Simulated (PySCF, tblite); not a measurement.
**BBrH₄N₂: dynamics, then NMR shifts on frames**

How do NMR shifts of BBrH₄N₂ (`NB(N)Br`) change as the atoms move?

Computed with tblite 0.8.0 and PySCF 2.14.0, with density-fitted response routines of our own, on a single molecule in the gas phase. Atoms are numbered from 0 throughout.

### 1 The molecule as given

8 atoms, charge 0, multiplicity 1; geometry from: GFN2-xTB.

Bonds of the start (Å): N0–B1 1.40, B1–N2 1.40, B1–Br3 1.91, N0–H4 1.00, N0–H5 1.00, N2–H6 1.00, N2–H7 1.00.

### 2 Thermal motion with GFN2-xTB

The job: settings as JSON, then the geometry in Å.

```
{"job": {"kind": "md", "xc": "GFN2-xTB", "basis": "xTB", "temperature": 400, "steps": 2000, "every": 50, "frames": 5}, "charge": 0, "multiplicity": 1}
N      1.248443    -0.075341     0.158170
B     -0.071838     0.373602     0.078800
N     -1.142007    -0.449895    -0.279027
Br    -0.432911     2.203089     0.481800
H      1.529672    -1.018353    -0.040292
H      2.014800     0.521299     0.415624
H     -1.046884    -1.423019    -0.506610
H     -2.090218    -0.121970    -0.333031
```

Method: GFN2-xTB Langevin dynamics, gas phase.

Command:

```sh
OMP_NUM_THREADS=1 python probes_run.py task.json out
```

The driver reads the jobs from task.json and runs them one after another.

Output:

```text
t/fs     T/K      E/eV
    0.0   312.1   -361.66492
   25.0   172.2   -361.41987
   50.0   156.8   -361.42393
   75.0   334.3   -361.52300
  100.0   307.1   -361.46183
  125.0   310.6   -361.40211
  150.0   246.4   -361.40289
  175.0   226.0   -361.41648
  200.0   275.9   -361.36710
  225.0   303.8   -361.29718
  250.0   367.5   -361.37634
  275.0   458.8   -361.49213
  300.0   203.2   -361.28917
  325.0   463.8   -361.37795
  350.0   527.9   -361.30278
  375.0   358.1   -361.21805
  400.0   551.3   -361.31522
  425.0   345.4   -361.35795
  450.0   442.1   -361.34680
  475.0   273.1   -361.21492
  500.0   422.7   -361.44506
  525.0   377.1   -361.35484
  550.0   392.1   -361.39629
  575.0   419.3   -361.39012
  600.0   508.4   -361.49034
  625.0   407.9   -361.30272
  650.0   313.3   -361.30222
  675.0   390.0   -361.37731
  700.0   423.6   -361.43203
  725.0   291.8   -361.40451
  750.0   297.5   -361.34471
  775.0   354.2   -361.47145
  800.0   355.5   -361.51278
  825.0   272.1   -361.51295
  850.0   234.9   -361.35879
  875.0   278.0   -361.45916
  900.0   352.5   -361.48581
  925.0   517.2   -361.48661
  950.0   318.8   -361.33679
  975.0   413.9   -361.17621
 1000.0   562.4   -361.30744
```

It took 16 s on 1 thread of Intel Xeon at 2.50GHz, shared host; peak memory 0.18 GiB.

Distance from the start (root mean square after alignment): 0 fs 0.00 Å, 200 fs 0.12 Å, 400 fs 0.16 Å, 600 fs 0.14 Å, 800 fs 0.14 Å, 1000 fs 0.14 Å.

Positions (Å) and forces (eV/Å) at 1000 fs:

```xyz
8

N    -0.072   -0.316    0.072    0.666    1.441    1.376
B    -0.894    0.674   -0.445   -1.468    1.253   -0.224
N    -1.680    0.687   -1.642    0.981   -0.974    0.035
Br   -1.313    2.151    0.721    0.218    0.141    0.019
H     0.081   -1.058   -0.550    0.855   -1.228   -0.094
H     0.566   -0.104    0.902   -1.253   -0.927   -1.818
H    -1.645   -0.120   -2.275   -0.078    0.735    0.311
H    -2.052    1.524   -2.078    0.079   -0.441    0.394
```

### 3 Shielding tensors: 250 fs, PBE0/pcSseg-1

The job: settings as JSON, then the geometry in Å.

```
{"job": {"kind": "nmr", "xc": "PBE0", "basis": "pcSseg-1", "pop": false}, "charge": 0, "multiplicity": 1}
N      1.204300     0.137900     0.171900
B     -0.092500     0.633100    -0.056700
N     -0.983400    -0.176000    -0.749400
Br    -0.608900     2.224800     0.835400
H      1.706400    -0.625100    -0.232700
H      1.687400     0.800800     0.768500
H     -0.907600    -1.126800    -1.148100
H     -1.891400     0.208300    -1.048100
```

Level: GIAO PBE0/pcSseg-1 NMR shielding, non-relativistic, gas phase.

Output:

```text
coarse grid: 32640 points
cycle   1  E = -2710.2297004734  dE = -7.518e-01  |g| = 8.249e-01  |ddm| = 2.528e+00
cycle   2  E = -2710.2089184727  dE =  2.078e-02  |g| = 6.813e-01  |ddm| = 6.872e-01
cycle   3  E = -2710.2806342244  dE = -7.172e-02  |g| = 1.849e-01  |ddm| = 4.937e-01
cycle   4  E = -2710.2878713989  dE = -7.237e-03  |g| = 1.937e-02  |ddm| = 1.350e-01
cycle   5  E = -2710.2879333087  dE = -6.191e-05  |g| = 1.706e-03  |ddm| = 1.399e-02
cycle   6  E = -2710.2879336635  dE = -3.548e-07  |g| = 1.142e-03  |ddm| = 2.108e-03
final grid: 67760 points
cycle   7  E = -2710.2879689092  dE =  2.720e-07  |g| = 1.650e-03  |ddm| = 1.825e-03
cycle   8  E = -2710.2879682333  dE =  6.759e-07  |g| = 2.446e-03  |ddm| = 2.382e-03
cycle   9  E = -2710.2879694702  dE = -1.237e-06  |g| = 1.205e-04  |ddm| = 1.407e-03
cycle  10  E = -2710.2879694727  dE = -2.557e-09  |g| = 9.034e-06  |ddm| = 9.157e-05
cycle  11  E = -2710.2879694727  dE = -1.728e-11  |g| = 3.749e-06  |ddm| = 1.253e-05
converged SCF energy = -2710.2879694727

GIAO shielding tensors (ppm)
atom      isotropic    diamagn.    paramagn.     s11        s22        s33       span
  0 N      191.658     316.674    -125.016    141.463    188.221    245.291    103.828
  1 B       73.573     193.803    -120.230     46.588     79.292     94.838     48.250
  2 N      193.835     314.978    -121.143    152.834    196.626    232.044     79.211
  3 Br    2625.961    3124.759    -498.797   2418.689   2521.552   2937.642    518.953
  4 H       28.851      31.261      -2.410     23.169     24.768     38.617     15.448
  5 H       28.925      30.068      -1.143     20.313     30.519     35.944     15.631
  6 H       28.222      29.946      -1.724     22.095     24.743     37.827     15.732
  7 H       29.023      29.081      -0.059     21.663     27.701     37.704     16.041
```

Run time: 24 s. Hardware: 1 thread of Intel Xeon at 2.50GHz, shared host; peak memory 0.49 GiB.

The references, computed at this level on geometries of the same kind, shield at (ppm): ¹H TMS 31.72, ¹⁵N NH3 267.7, ¹¹B BF3·OEt2 100.1, ⁷⁹Br HBr 2622. Their shielding less the atom's gives the shift. The references are single molecules in the gas phase, so shifts against H2O, NH3, PH3, H3PO4 or CFCl3 are not on the usual liquid scales and can be off by tens of ppm. Each atom is listed at this fixed geometry, with no averaging over motion; a spectrum would average atoms that exchange fast.

| atoms | environment | σ (ppm) | δ (ppm) |
| --- | --- | --- | --- |
| H6 | hydrogen on a nitrogen bonded to B | 28.22 | 3.49 |
| H4 | hydrogen on a nitrogen bonded to B | 28.85 | 2.87 |
| H5 | hydrogen on a nitrogen bonded to B | 28.93 | 2.79 |
| H7 | hydrogen on a nitrogen bonded to B | 29.02 | 2.69 |
| N0 | nitrogen bonded to B, 2 H | 191.7 | 76.1 |
| N2 | nitrogen bonded to B, 2 H | 193.8 | 73.9 |
| B1 | boron bonded to Br, 2 N | 73.6 | 26.5 |
| Br3 | bromine bonded to B | 2626 | -4 |

Orbitals, density, ELF and potential are computed afterwards from the orbital file.

Frontier orbitals at PBE0/pcSseg-1, with the share of their density that lies nearest to each atom:

```csv
orbital,energy (eV),lies on
HOMO,-7.10,"N0, N2 about 38 % each"
LUMO,1.25,"H6 36 %; H4, H7 about 16 % each; N2 9 %"
```

ELF in a plane through or near 8 of the atoms.

Ten even steps from '0' (0.00) to '9' (0.99):
```
0000000000000000000000000000
0000000000001111000000000000
0000000000233443321000000000
0000000003677877775420000000
0000000024788423687640000000
0000000014787466278751000000
0000000000367232487530000000
0000036631014887630000000000
0000199997233123212577400000
0000189998478446769999910000
0000036774838348437998700000
0000000479874126647531000000
0000002899983006999730000000
0000001899972007999850000000
0000000257510004899720000000
0000000000000000000000000000
0000000000000000000000000000
0000000000000000000000000000
0000000000000000000000000000
0000000000000000000000000000
```
The map spans 9.3 Å across and 9.8 Å up, centred on the molecule. Atoms in the plane (x, y in Å): N0 (1.2, -0.4), B1 (0.0, 0.4), N2 (-1.2, -0.2), Br3 (0.3, 2.3), H4 (1.3, -1.4), H5 (2.0, 0.2), H6 (-1.5, -1.2), H7 (-2.1, 0.4).

log10 of the density (e/Å³) in the same plane.

Ten even steps from ' ' (-4.0) to '@' (2.3):
```
                        ............                    
                  ..::::::--------::::....              
                ..::------========----::::..            
              ..::--====++++++++++++==----::..          
              ::::--==++++**##****++====--::..          
            ..::----==++**%%@@@@##**++==--::..          
          ..::::----==++****####****++==--::..          
        ..----========++++******++++====----::..        
      ..::--==++++++++++++****++++++++++====--::..      
      ..::==++******##****####************++==::..      
      ..::--==++**##@@##********##%%##****====::..      
        ..--==++********++++++****##****++==--::..      
        ..::--++++****++======++******++==--::..        
          ..::==========------==++++++====::..          
          ....::--------::::::--======----....          
                ........    ....::::::....              
                                                        
                                                        
                                                        
                                                        
```
The map spans 9.3 Å across and 9.8 Å up, centred on the molecule. Atoms in the plane (x, y in Å): N0 (1.2, -0.4), B1 (0.0, 0.4), N2 (-1.2, -0.2), Br3 (0.3, 2.3), H4 (1.3, -1.4), H5 (2.0, 0.2), H6 (-1.5, -1.2), H7 (-2.1, 0.4).

On the surface of density 0.002 e/bohr³ the electrostatic potential runs, from the 1st to the 99th percentile, from -0.89 V near N0 to 1.86 V near H6.

### 4 NMR shieldings: 425 fs, PBE0/pcSseg-1

The job: settings as JSON, then the geometry in Å.

```
{"job": {"kind": "nmr", "xc": "PBE0", "basis": "pcSseg-1", "pop": false}, "charge": 0, "multiplicity": 1}
N      1.118500    -0.168800    -0.037200
B     -0.140600     0.412000    -0.276600
N     -1.159300    -0.092700    -1.019500
Br    -0.605700     2.209900     0.484900
H      1.562300    -0.935500    -0.614500
H      1.750300     0.155300     0.659300
H     -1.126200    -0.962400    -1.537400
H     -1.792900     0.570600    -1.371100
```

Level: GIAO PBE0/pcSseg-1 NMR shielding, non-relativistic, gas phase.

Output:

```text
coarse grid: 32640 points
cycle   1  E = -2710.2374101520  dE = -8.032e-01  |g| = 8.056e-01  |ddm| = 2.482e+00
cycle   2  E = -2710.2291073682  dE =  8.303e-03  |g| = 6.145e-01  |ddm| = 6.214e-01
cycle   3  E = -2710.2851490758  dE = -5.604e-02  |g| = 1.793e-01  |ddm| = 4.190e-01
cycle   4  E = -2710.2918145620  dE = -6.665e-03  |g| = 1.815e-02  |ddm| = 1.304e-01
cycle   5  E = -2710.2918842199  dE = -6.966e-05  |g| = 4.525e-03  |ddm| = 2.053e-02
cycle   6  E = -2710.2918891267  dE = -4.907e-06  |g| = 1.066e-03  |ddm| = 4.511e-03
final grid: 67760 points
cycle   7  E = -2710.2918845011  dE =  1.929e-07  |g| = 1.457e-03  |ddm| = 1.747e-03
cycle   8  E = -2710.2918840518  dE =  4.493e-07  |g| = 2.061e-03  |ddm| = 2.253e-03
cycle   9  E = -2710.2918849538  dE = -9.020e-07  |g| = 1.198e-04  |ddm| = 1.296e-03
cycle  10  E = -2710.2918849569  dE = -3.085e-09  |g| = 6.726e-06  |ddm| = 8.294e-05
cycle  11  E = -2710.2918849569  dE = -7.731e-12  |g| = 9.336e-07  |ddm| = 7.062e-06
converged SCF energy = -2710.2918849569

GIAO shielding tensors (ppm)
atom      isotropic    diamagn.    paramagn.     s11        s22        s33       span
  0 N      199.721     316.384    -116.663    158.965    197.717    242.482     83.516
  1 B       72.881     192.212    -119.331     42.417     85.189     91.038     48.622
  2 N      194.647     315.987    -121.340    145.585    192.712    245.644    100.059
  3 Br    2545.529    3125.133    -579.604   2296.328   2370.273   2969.987    673.659
  4 H       27.879      28.657      -0.778     21.684     24.220     37.734     16.051
  5 H       29.451      30.829      -1.378     22.418     27.770     38.164     15.746
  6 H       29.001      30.267      -1.266     22.796     24.793     39.414     16.618
  7 H       29.582      30.993      -1.411     21.495     30.423     36.826     15.331
```

Run time: 14 s. Hardware: 1 thread of Intel Xeon at 2.50GHz, shared host; peak memory 0.52 GiB.

Key values: δ N2 73.1, N0 68.0, B1 27.2, Br3 77, H4 3.84, H6 2.72 ppm.

### 5 Nuclear shieldings: 625 fs, PBE0/pcSseg-1

The job: settings as JSON, then the geometry in Å.

```
{"job": {"kind": "nmr", "xc": "PBE0", "basis": "pcSseg-1", "pop": false}, "charge": 0, "multiplicity": 1}
N      0.815100    -0.305700    -0.198100
B     -0.163400     0.536700    -0.666500
N     -1.092300    -0.057600    -1.666700
Br    -0.612700     2.156500     0.200100
H      0.951600    -1.242300    -0.608800
H      1.500600    -0.085300     0.465400
H     -0.745000    -0.914500    -1.967200
H     -1.605800     0.455700    -2.360800
```

Level: GIAO PBE0/pcSseg-1 NMR shielding, non-relativistic, gas phase.

Output:

```text
coarse grid: 32640 points
cycle   1  E = -2710.2275097998  dE = -7.582e-01  |g| = 8.230e-01  |ddm| = 2.543e+00
cycle   2  E = -2710.2090084009  dE =  1.850e-02  |g| = 6.708e-01  |ddm| = 6.762e-01
cycle   3  E = -2710.2778728951  dE = -6.886e-02  |g| = 1.832e-01  |ddm| = 4.730e-01
cycle   4  E = -2710.2848646115  dE = -6.992e-03  |g| = 2.133e-02  |ddm| = 1.297e-01
cycle   5  E = -2710.2849252203  dE = -6.061e-05  |g| = 7.376e-03  |ddm| = 1.516e-02
cycle   6  E = -2710.2849364297  dE = -1.121e-05  |g| = 9.883e-04  |ddm| = 4.911e-03
cycle   7  E = -2710.2849366247  dE = -1.950e-07  |g| = 2.554e-04  |ddm| = 8.620e-04
final grid: 67760 points
cycle   8  E = -2710.2849701675  dE = -3.070e-08  |g| = 2.443e-04  |ddm| = 9.251e-04
cycle   9  E = -2710.2849701679  dE = -3.993e-10  |g| = 2.354e-04  |ddm| = 3.666e-04
cycle  10  E = -2710.2849701770  dE = -9.028e-09  |g| = 2.785e-05  |ddm| = 1.727e-04
cycle  11  E = -2710.2849701771  dE = -1.628e-10  |g| = 4.940e-06  |ddm| = 2.417e-05
converged SCF energy = -2710.2849701771

GIAO shielding tensors (ppm)
atom      isotropic    diamagn.    paramagn.     s11        s22        s33       span
  0 N      188.189     317.710    -129.521    133.326    189.953    241.287    107.961
  1 B       70.570     192.976    -122.406     52.414     62.266     97.029     44.614
  2 N      200.264     316.311    -116.047    147.061    191.616    262.116    115.055
  3 Br    2631.930    3124.840    -492.910   2317.960   2702.262   2875.569    557.610
  4 H       28.309      30.871      -2.562     22.020     25.940     36.968     14.948
  5 H       29.627      32.342      -2.715     23.187     27.160     38.533     15.345
  6 H       30.909      33.207      -2.298     24.432     28.732     39.563     15.131
  7 H       29.486      29.677      -0.191     23.559     26.362     38.537     14.977
```

It took 14 s on 1 thread of Intel Xeon at 2.50GHz, shared host; peak memory 0.52 GiB.

Key values: δ N0 79.5, N2 67.5, B1 29.5, Br3 -10, H4 3.41, H7 2.23 ppm.

### 6 Shielding tensors: 800 fs, PBE0/pcSseg-1

The job: settings as JSON, then the geometry in Å.

```
{"job": {"kind": "nmr", "xc": "PBE0", "basis": "pcSseg-1", "pop": false}, "charge": 0, "multiplicity": 1}
N      0.582800    -0.183100     0.462100
B     -0.337900     0.523100    -0.289700
N     -0.677900     0.243900    -1.619100
Br    -0.775300     2.222700     0.401200
H      1.203800    -0.917000     0.200400
H      0.737100     0.024900     1.429300
H     -0.513200    -0.622600    -2.107000
H     -1.279900     0.851500    -2.161900
```

Method: GIAO PBE0/pcSseg-1 NMR shielding, non-relativistic, gas phase.

Output:

```text
coarse grid: 32640 points
cycle   1  E = -2710.2365012308  dE = -7.059e-01  |g| = 8.153e-01  |ddm| = 2.521e+00
cycle   2  E = -2710.2220637604  dE =  1.444e-02  |g| = 6.483e-01  |ddm| = 6.518e-01
cycle   3  E = -2710.2858385247  dE = -6.377e-02  |g| = 1.784e-01  |ddm| = 4.539e-01
cycle   4  E = -2710.2925319894  dE = -6.693e-03  |g| = 1.810e-02  |ddm| = 1.311e-01
cycle   5  E = -2710.2925940927  dE = -6.210e-05  |g| = 2.575e-03  |ddm| = 1.637e-02
cycle   6  E = -2710.2925954605  dE = -1.368e-06  |g| = 1.293e-03  |ddm| = 2.813e-03
final grid: 67760 points
cycle   7  E = -2710.2925923672  dE =  3.192e-07  |g| = 1.810e-03  |ddm| = 2.077e-03
cycle   8  E = -2710.2925916404  dE =  7.268e-07  |g| = 2.594e-03  |ddm| = 2.738e-03
cycle   9  E = -2710.2925930771  dE = -1.437e-06  |g| = 1.375e-04  |ddm| = 1.584e-03
cycle  10  E = -2710.2925930817  dE = -4.562e-09  |g| = 4.044e-06  |ddm| = 9.947e-05
cycle  11  E = -2710.2925930817  dE = -5.912e-12  |g| = 1.894e-06  |ddm| = 6.658e-06
converged SCF energy = -2710.2925930817

GIAO shielding tensors (ppm)
atom      isotropic    diamagn.    paramagn.     s11        s22        s33       span
  0 N      199.732     316.389    -116.657    157.667    198.096    243.432     85.765
  1 B       75.777     191.755    -115.978     50.103     77.994     99.233     49.130
  2 N      197.177     315.064    -117.887    151.039    198.078    242.413     91.374
  3 Br    2590.927    3124.533    -533.606   2361.440   2497.996   2913.346    551.906
  4 H       29.635      31.766      -2.131     23.083     25.213     40.609     17.526
  5 H       29.607      31.190      -1.583     22.220     28.910     37.690     15.470
  6 H       29.253      30.583      -1.330     22.813     25.199     39.748     16.935
  7 H       28.961      29.223      -0.262     21.862     27.929     37.092     15.230
```

Wall time 14 s (1 thread of Intel Xeon at 2.50GHz, shared host); peak memory 0.52 GiB.

This run: δ N2 70.6, N0 68.0, B1 24.3, Br3 31, H7 2.76, H6 2.46 ppm.

### 7 NMR shieldings: 1000 fs, PBE0/pcSseg-1

The job: settings as JSON, then the geometry in Å.

```
{"job": {"kind": "nmr", "xc": "PBE0", "basis": "pcSseg-1", "pop": false}, "charge": 0, "multiplicity": 1}
N     -0.071600    -0.315500     0.072200
B     -0.894000     0.673600    -0.444600
N     -1.680200     0.686800    -1.641600
Br    -1.312700     2.150500     0.721200
H      0.081000    -1.057600    -0.549700
H      0.566300    -0.103700     0.902200
H     -1.645300    -0.120500    -2.274700
H     -2.052400     1.523900    -2.078100
```

Level: GIAO PBE0/pcSseg-1 NMR shielding, non-relativistic, gas phase.

Output:

```text
coarse grid: 32640 points
cycle   1  E = -2710.2360142834  dE = -8.160e-01  |g| = 7.972e-01  |ddm| = 2.507e+00
cycle   2  E = -2710.2264458237  dE =  9.568e-03  |g| = 6.077e-01  |ddm| = 6.135e-01
cycle   3  E = -2710.2806000512  dE = -5.415e-02  |g| = 1.847e-01  |ddm| = 4.168e-01
cycle   4  E = -2710.2876926498  dE = -7.093e-03  |g| = 1.835e-02  |ddm| = 1.288e-01
cycle   5  E = -2710.2877521841  dE = -5.953e-05  |g| = 3.000e-03  |ddm| = 1.557e-02
cycle   6  E = -2710.2877539356  dE = -1.751e-06  |g| = 1.361e-03  |ddm| = 2.793e-03
final grid: 67760 points
cycle   7  E = -2710.2877690624  dE =  4.733e-07  |g| = 2.056e-03  |ddm| = 2.078e-03
cycle   8  E = -2710.2877678903  dE =  1.172e-06  |g| = 3.135e-03  |ddm| = 2.975e-03
cycle   9  E = -2710.2877699481  dE = -2.058e-06  |g| = 9.468e-05  |ddm| = 1.795e-03
cycle  10  E = -2710.2877699501  dE = -2.067e-09  |g| = 6.332e-06  |ddm| = 7.092e-05
cycle  11  E = -2710.2877699501  dE = -1.273e-11  |g| = 1.432e-06  |ddm| = 6.783e-06
converged SCF energy = -2710.2877699501

GIAO shielding tensors (ppm)
atom      isotropic    diamagn.    paramagn.     s11        s22        s33       span
  0 N      188.469     318.284    -129.816    130.755    187.404    247.246    116.491
  1 B       71.815     191.452    -119.638     43.511     75.569     96.363     52.852
  2 N      196.901     316.571    -119.670    148.583    191.595    250.524    101.940
  3 Br    2560.815    3124.889    -564.074   2290.337   2468.389   2923.719    633.382
  4 H       29.402      32.864      -3.462     23.029     26.093     39.084     16.055
  5 H       26.474      28.308      -1.834     19.995     25.837     33.591     13.597
  6 H       29.097      29.993      -0.896     22.537     25.225     39.528     16.991
  7 H       28.589      29.043      -0.454     22.063     27.350     36.354     14.291
```

Run time: 15 s. Hardware: 1 thread of Intel Xeon at 2.50GHz, shared host; peak memory 0.52 GiB.

Key values: δ N0 79.3, N2 70.8, B1 28.3, Br3 61, H5 5.24, H7 3.13 ppm.

### 8 Run by run: NMR shifts

Shifts (ppm) of some atoms, chosen among heavy atoms and hydrogens apart, with basis size and wall time:

```
  frame    H6    H4    H5    N0    N2    B1  Br3  functions  time
 250 fs  3.49  2.87  2.79  76.1  73.9  26.5   -4        112  24 s
 425 fs  2.72  3.84  2.27  68.0  73.1  27.2   77        112  14 s
 625 fs  0.81  3.41  2.09  79.5  67.5  29.5  -10        112  14 s
 800 fs  2.46  2.08  2.11  68.0  70.6  24.3   31        112  14 s
1000 fs  2.62  2.31  5.24  79.3  70.8  28.3   61        112  15 s
```

### 9 Outcome

| quantity | value |
| --- | --- |
| thermostat | 400 K |
| mean temperature, second half | 376 K |
| mean potential energy above the minimum | 0.27 eV |
| ¹H shifts against TMS (PBE0/pcSseg-1, 250 fs) | 3.49, 2.87, 2.79, 2.69 ppm |
| ¹⁵N shifts against NH3 (PBE0/pcSseg-1, 250 fs) | 76.1, 73.9 ppm |
| ¹¹B shifts against BF3·OEt2 (PBE0/pcSseg-1, 250 fs) | 26.5 ppm |
| ⁷⁹Br shifts against HBr (PBE0/pcSseg-1, 250 fs) | -4 ppm |
| potential on the surface of density 0.002 e/bohr³, 1st and 99th percentile | -0.89 V and 1.86 V |
| range of the shift of Br3 | -10 to 77 ppm |

What this shows: In the second half the potential energy averages 0.27 eV above the minimum; equipartition over 18 harmonic modes at 400 K would give 0.31 eV. With 8 atoms the temperature swings widely (157 to 562 K). Shifts at one fixed geometry are not the observed spectrum, which averages over the motion. In the first frame run (250 fs): Shielding is most anisotropic at Br3 (span 519 ppm, paramagnetic term -499 ppm). In ppm, Br3 moves most: its shift spreads over 86 ppm, from -10 (625 fs) to 77 (425 fs). Spin-orbit coupling is left out, which matters for shieldings and couplings at and beside the heavy atoms.
